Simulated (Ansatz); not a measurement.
**Rb2La: what a guessed cell relaxes into**

Aim: relax a trial structure of Rb2La and see where it ends.

Method: DFT PBE, scalar-relativistic, plane waves, PAW, in Ansatz 0.2.0.

## 1. The structure to begin with

Symmetry: P6/mmm, No. 191, hexagonal system. Conventional cell: a = 5.654 Å, b = 5.654 Å, c = 8.277 Å, α = 90.00°, β = 90.00°, γ = 120.00°. Around Rb (site symmetry 6mm) lie 7 Rb at 3.18 to 3.63 Å. Around Rb (site symmetry -6m2) lie 9 Rb at 3.26 to 3.63 Å. Around La (site symmetry -6m2) lie 3 La at 3.26 Å.

Structure file:

```xyz
6
Lattice="5.6541 0.0000 0.0000 -2.8270 4.8966 0.0000 0.0000 0.0000 8.2766" Properties=species:S:1:pos:R:3 pbc="T T T"
Rb    0.0000    0.0000    5.7276
Rb    0.0000    0.0000    2.5490
Rb    0.0000    3.2644    4.1383
Rb    2.8270    1.6322    4.1383
La    0.0000    3.2644    0.0000
La    2.8270    1.6322    0.0000
```

The cell is invented: random cell by space group and Wyckoff sites (P6/mmm, No. 191). The dimensions are guesses.

## 2. A first look at the guess

Input file input.yaml:

```yaml
crystal:
  lattice:
    - [5.65406883, 0.0, 0.0]
    - [-2.82703441, 4.89656724, 0.0]
    - [0.0, 0.0, 8.27662705]
  atoms:
    - { symbol: Rb, position: [0.0, 0.0, 0.69202513] }
    - { symbol: Rb, position: [0.0, 0.0, 0.30797487] }
    - { symbol: Rb, position: [0.33333333, 0.66666667, 0.5] }
    - { symbol: Rb, position: [0.66666667, 0.33333333, 0.5] }
    - { symbol: La, position: [0.33333333, 0.66666667, 0.0] }
    - { symbol: La, position: [0.66666667, 0.33333333, 0.0] }
basis:
  ecutwfc: 420
kpoints:
  mp_grid: { grid: [6, 6, 2] }
hamiltonian:
  xc: pbe
scf:
  occupations: { method: gaussian, width: 0.1 }
  lower_state_search: "off"
output:
  forces: true
  stress: true
  eigenvalues: true
```

The run is started by

```sh
$ ansatz run input.yaml --threads 1 --pin off --max-ram 2560MiB --backend cpu --events-out ev --progress --plain --runs-dir out
```

The session goes on with these runs: coarse relaxation; full relaxation.

What does the calculation give? Wanted: conventional cell; volume; energy over the elements; gap on the mesh.

**Answer**, as computed:

| quantity | value |
| --- | --- |
| symmetry at the end (tolerance 0.05 Å) | space group P6/mmm (No. 191) |
| conventional cell | a = 6.908 Å, b = 6.908 Å, c = 8.944 Å, α = 90.00°, β = 90.00°, γ = 120.00° |
| volume | 61.60 Å³/atom |
| energy over the elements | +0.52 eV/atom |
| gap on the mesh | none (metal) |

In words: The space group P6/mmm (No. 191) is kept, and the volume per atom grows by 61.3 % from the first guess. The formation energy is positive, so the separate elements lie lower. No finished test with a distortion of lower symmetry is shown, so the end may be a saddle point. The runs treat La without spin-orbit coupling.
